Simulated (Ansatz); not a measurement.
# NaTiPt3: the cost of one run

Computed with Ansatz 0.2.0 (DFT PBE, scalar-relativistic, plane waves, PAW, unless a step's input says otherwise).

2 further runs of the same task are left out: 2 that didn't finish.

### Step 1. Starting point

The structure is hexagonal, space group P-62m (No. 189). Conventional cell: a = 4.686 Å, b = 4.686 Å, c = 4.872 Å, α = 90.00°, β = 90.00°, γ = 120.00°. Around Na (site symmetry -62m) lie 6 Pt at 2.16 to 2.52 Å and 2 Ti at 2.44 Å. Around Ti (site symmetry -62m) lie 2 Na at 2.44 Å. Around Pt (site symmetry m2m) lie 1 Na at 2.16 Å and 4 Pt at 2.36 Å.

Coordinates:

```xyz
5
Lattice="4.6861 0.0000 0.0000 -2.3430 4.0582 0.0000 0.0000 0.0000 4.8718" Properties=species:S:1:pos:R:3 pbc="T T T"
Na    0.0000    0.0000    2.4359
Ti    0.0000    0.0000    0.0000
Pt    2.5215    0.0000    2.4359
Pt   -1.2607    2.1837    2.4359
Pt    1.0823    1.8746    2.4359
```

Recipe of the guess: random cell by space group and Wyckoff sites (P-62m, No. 189). Its size is a rough estimate.

### Step 2. A first look at the guess

Contents of input.yaml:

```yaml
crystal:
  lattice:
    - [4.68606014, 0.0, 0.0]
    - [-2.34303007, 4.05824712, 0.0]
    - [0.0, 0.0, 4.87179803]
  atoms:
    - { symbol: Na, position: [0.0, 0.0, 0.5] }
    - { symbol: Ti, position: [0.0, 0.0, 0.0] }
    - { symbol: Pt, position: [0.53808319, 0.0, 0.5] }
    - { symbol: Pt, position: [0.0, 0.53808319, 0.5] }
    - { symbol: Pt, position: [0.46191681, 0.46191681, 0.5] }
basis:
  ecutwfc: 420
kpoints:
  mp_grid: { grid: [6, 6, 4] }
hamiltonian:
  xc: pbe
scf:
  occupations: { method: gaussian, width: 0.1 }
  lower_state_search: "off"
output:
  forces: true
  stress: true
  eigenvalues: true
```

On the command line:

```
ansatz run input.yaml --threads 1 --pin off --max-ram 2560MiB --backend cpu --events-out ev --progress --plain --runs-dir out
```

Q: Estimate wall time and peak memory on 1 thread of Arm Neoverse V2, shared host.

About 8.1 s, with a peak of 0.35 GiB.
